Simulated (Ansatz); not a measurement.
# AlF3H2O: basis-set convergence

How large a basis does AlF3H2O need? Two functionals are run in growing sets.

Program: Ansatz 0.2.0, Gaussian basis. Level of theory: one geometry, several basis sets. These are calculated values, not measurements.

The runs, in order: PBE0-D4/def2-SVP; ωB97M-V/def2-SVP; PBE0-D4/def2-QZVPP; ωB97M-V/def2-QZVPP; the functionals' def2-TZVPP values are taken from earlier runs.

## 1. Structure used throughout

All runs share one geometry, relaxed beforehand with PBE0-D4 in a triple-zeta def2 set.

SMILES `[OH2+][Al-]([F])([F])[F]`, 7 atoms, charge 0, spin multiplicity 1.

Atoms are counted from 1 here; the program's logs count them from 0.

Bond lengths: O1–Al2 1.937 Å, O1–H6 0.965 Å, O1–H7 0.965 Å, Al2–F3 1.655 Å, Al2–F4 1.644 Å, Al2–F5 1.655 Å. Angles: Al2–O1–H6 112.3°, Al2–O1–H7 112.3°, H6–O1–H7 108.5°, O1–Al2–F3 96.2°, O1–Al2–F4 105.3°, O1–Al2–F5 96.2°, F3–Al2–F4 117.2°, F3–Al2–F5 118.0°, F4–Al2–F5 117.2°.

## 2. PBE0-D4 in def2-SVP

in.yaml

```yaml
crystal:
  periodic: [false, false, false]
  atoms:
    - {symbol: O, position_ang: [-0.871034, 0.586122, 0.358029]}
    - {symbol: Al, position_ang: [0.496001, -0.551030, -0.409891]}
    - {symbol: F, position_ang: [0.962532, -1.255219, 1.013295]}
    - {symbol: F, position_ang: [-0.290359, -1.501313, -1.496859]}
    - {symbol: F, position_ang: [1.430081, 0.675140, -1.012381]}
    - {symbol: H, position_ang: [-0.962386, 0.456163, 1.310015]}
    - {symbol: H, position_ang: [-0.703634, 1.522036, 0.191991]}
basis:
  gaussian: {orbitals: def2-SVP}
hamiltonian: {xc: pbe0, dispersion: d4}
output: {orbitals: {seedname: orbitals}}
```

Further steps of the session: ωB97M-V in def2-SVP; PBE0-D4 in def2-QZVPP; ωB97M-V in def2-QZVPP.

**Question.** What will the summary of the whole plan be? Wanted: PBE0-D4: double and triple zeta above quadruple; ωB97M-V: double and triple zeta above quadruple.

As calculated:

| quantity | value |
| --- | --- |
| PBE0-D4: double and triple zeta above quadruple | 16.28, 0.84 eV |
| ωB97M-V: double and triple zeta above quadruple | 16.45, 0.79 eV |

What this shows: For PBE0-D4 the step from double to triple zeta gains 15.44 eV and the next only 0.84 eV. These are total energies; as a rule much of such shifts cancels in differences, which this series doesn't test. The LUMO of ωB97M-V is positive and keeps falling with the basis (1.19 to 0.16 eV): an unbound level that the basis holds in place.
